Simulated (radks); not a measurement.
**Ionising neodymium step by step, Nd²⁰⁺ to Nd³⁹⁺**

How much does each further electron of neodymium cost? Each ion is computed in its NIST ground configuration. Each value is a difference of total energies (Δ-SCF).

Program: radks (a radial shooting solver on a logarithmic mesh, Libxc functionals) version 1. Level of theory: scalar-relativistic Kohn-Sham, PBE, spin-unpolarised, spherical densities, point nucleus. These are calculated values, not measurements, unless marked.

## 1. Starting point

```
element             : neodymium (Z = 60)
charges             : 20 to 39
first configuration : [Kr] 4d4
last configuration  : [Ar] 3d3
```

The outer shells:

Nd²⁰⁺
```
[Kr] core
4d [↑ ][↑ ][↑ ][↑ ][  ]
```

Nd³⁹⁺
```
[Ar] core
3d [↑ ][↑ ][↑ ][  ][  ]
```

## 2. Nd²⁰⁺, [Kr] 4d4

The run's settings:

```text
Z 60
configuration [Kr] 4d4
relativity scalar-relativistic
functional pbe,pbe
spin unpolarised
nucleus point
c 137.035999084
```

## 3. Nd²¹⁺, [Kr] 4d3

The run's settings:

```text
Z 60
configuration [Kr] 4d3
relativity scalar-relativistic
functional pbe,pbe
spin unpolarised
nucleus point
c 137.035999084
```

## 4. Nd²²⁺, [Kr] 4d2

The run's settings:

```text
Z 60
configuration [Kr] 4d2
relativity scalar-relativistic
functional pbe,pbe
spin unpolarised
nucleus point
c 137.035999084
```

## 5. Nd²³⁺, [Kr] 4d1

The run's settings:

```text
Z 60
configuration [Kr] 4d1
relativity scalar-relativistic
functional pbe,pbe
spin unpolarised
nucleus point
c 137.035999084
```

## 6. Nd²⁴⁺, [Kr]

The run's settings:

```text
Z 60
configuration [Kr]
relativity scalar-relativistic
functional pbe,pbe
spin unpolarised
nucleus point
c 137.035999084
```

## 7. Nd²⁵⁺, [Ar] 3d10 4s2 4p5

Input: that of step 6 with these lines changed.

```diff
@@ -1,3 +1,3 @@
 Z 60
-configuration [Kr]
+configuration [Ar] 3d10 4s2 4p5
 relativity scalar-relativistic
```

## 8. Nd²⁶⁺, [Ar] 3d10 4s2 4p4

The run's settings:

```text
Z 60
configuration [Ar] 3d10 4s2 4p4
relativity scalar-relativistic
functional pbe,pbe
spin unpolarised
nucleus point
c 137.035999084
```

## 9. Nd²⁷⁺, [Ar] 3d10 4s2 4p3

The run's settings:

```text
Z 60
configuration [Ar] 3d10 4s2 4p3
relativity scalar-relativistic
functional pbe,pbe
spin unpolarised
nucleus point
c 137.035999084
```

## 10. Nd²⁸⁺, [Ar] 3d10 4s2 4p2

The run's settings:

```text
Z 60
configuration [Ar] 3d10 4s2 4p2
relativity scalar-relativistic
functional pbe,pbe
spin unpolarised
nucleus point
c 137.035999084
```

## 11. Nd²⁹⁺, [Ar] 3d10 4s2 4p1

The run's settings:

```text
Z 60
configuration [Ar] 3d10 4s2 4p1
relativity scalar-relativistic
functional pbe,pbe
spin unpolarised
nucleus point
c 137.035999084
```

## 12. Nd³⁰⁺, [Ar] 3d10 4s2

The run's settings:

```text
Z 60
configuration [Ar] 3d10 4s2
relativity scalar-relativistic
functional pbe,pbe
spin unpolarised
nucleus point
c 137.035999084
```

## 13. Nd³¹⁺, [Ar] 3d10 4s1

The run's settings:

```text
Z 60
configuration [Ar] 3d10 4s1 4p0 5s0
relativity scalar-relativistic
functional pbe,pbe
spin unpolarised
nucleus point
c 137.035999084
```

## 14. Nd³²⁺, [Ar] 3d10

The run's settings:

```text
Z 60
configuration [Ar] 3d10
relativity scalar-relativistic
functional pbe,pbe
spin unpolarised
nucleus point
c 137.035999084
```

## 15. Nd³³⁺, [Ar] 3d9

The run's settings:

```text
Z 60
configuration [Ar] 3d9
relativity scalar-relativistic
functional pbe,pbe
spin unpolarised
nucleus point
c 137.035999084
```

## 16. Nd³⁴⁺, [Ar] 3d8

The run's settings:

```text
Z 60
configuration [Ar] 3d8
relativity scalar-relativistic
functional pbe,pbe
spin unpolarised
nucleus point
c 137.035999084
```

## 17. Nd³⁵⁺, [Ar] 3d7

The run's settings:

```text
Z 60
configuration [Ar] 3d7 4s0 4p0
relativity scalar-relativistic
functional pbe,pbe
spin unpolarised
nucleus point
c 137.035999084
```

## 18. Nd³⁶⁺, [Ar] 3d6

The run's settings:

```text
Z 60
configuration [Ar] 3d6
relativity scalar-relativistic
functional pbe,pbe
spin unpolarised
nucleus point
c 137.035999084
```

## 19. Nd³⁷⁺, [Ar] 3d5

The run's settings:

```text
Z 60
configuration [Ar] 3d5
relativity scalar-relativistic
functional pbe,pbe
spin unpolarised
nucleus point
c 137.035999084
```

## 20. Nd³⁸⁺, [Ar] 3d4

The run's settings:

```text
Z 60
configuration [Ar] 3d4 4s0 4p0
relativity scalar-relativistic
functional pbe,pbe
spin unpolarised
nucleus point
c 137.035999084
```

## 21. Nd³⁹⁺, [Ar] 3d3

The run's settings:

```text
Z 60
configuration [Ar] 3d3
relativity scalar-relativistic
functional pbe,pbe
spin unpolarised
nucleus point
c 137.035999084
```

Q: Predict the outcome of this session. Wanted: for each run, species; configuration; Δ-SCF; −ε(HOMO); NIST; error.

**Answer**, as computed:

```
species      configuration  Δ-SCF (eV)  −ε(HOMO) (eV)           NIST (eV)  error (%)
  Nd²⁰⁺           [Kr] 4d4      599.96         581.88        602 (theory)       -0.3
  Nd²¹⁺           [Kr] 4d3      636.94         618.56        638 (theory)       -0.2
  Nd²²⁺           [Kr] 4d2      674.52         655.85        678 (theory)       -0.5
  Nd²³⁺           [Kr] 4d1      712.69         693.74        714 (theory)       -0.2
  Nd²⁴⁺               [Kr]      869.92         850.53        859 (theory)       +1.3
  Nd²⁵⁺  [Ar] 3d10 4s2 4p5      909.68         890.12        896 (theory)       +1.5
  Nd²⁶⁺  [Ar] 3d10 4s2 4p4      949.78         930.06        939 (theory)       +1.1
  Nd²⁷⁺  [Ar] 3d10 4s2 4p3      990.16         970.31        978 (theory)       +1.2
  Nd²⁸⁺  [Ar] 3d10 4s2 4p2      1030.8         1010.8       1049 (theory)       -1.7
  Nd²⁹⁺  [Ar] 3d10 4s2 4p1      1071.6         1051.5       1092 (theory)       -1.9
  Nd³⁰⁺      [Ar] 3d10 4s2      1200.8         1180.1       1191 (theory)       +0.8
  Nd³¹⁺      [Ar] 3d10 4s1      1243.4         1222.3  1238.4 (semi-emp.)       +0.4
  Nd³²⁺          [Ar] 3d10      2144.0         2097.2       2134 (theory)       +0.5
  Nd³³⁺           [Ar] 3d9      2240.1         2192.6       2224 (theory)       +0.7
  Nd³⁴⁺           [Ar] 3d8      2337.8         2289.6       2321 (theory)       +0.7
  Nd³⁵⁺           [Ar] 3d7      2436.9         2388.0       2425 (theory)       +0.5
  Nd³⁶⁺           [Ar] 3d6      2537.6         2487.9       2525 (theory)       +0.5
  Nd³⁷⁺           [Ar] 3d5      2639.7         2589.3       2627 (theory)       +0.5
  Nd³⁸⁺           [Ar] 3d4      2743.2         2692.1       2758 (theory)       -0.5
```

In words: Reference values: NIST Atomic Spectra Database (exp. measured, semi-emp. semi-empirical, theory a theoretical value adopted there). Per unit of the charge left behind, the cost jumps most at Nd³²⁺ ([Ar] 3d10): from 1243.4 to 2144.0 eV. There the highest level belongs to another shell. Minus the highest eigenvalue gives 97 to 98 % of the Δ-SCF value along the ladder. Spin polarisation and multiplet splitting are left out, so open shells lie too high by an amount that depends on their filling. Spin-orbit splitting is averaged out at the scalar-relativistic level.
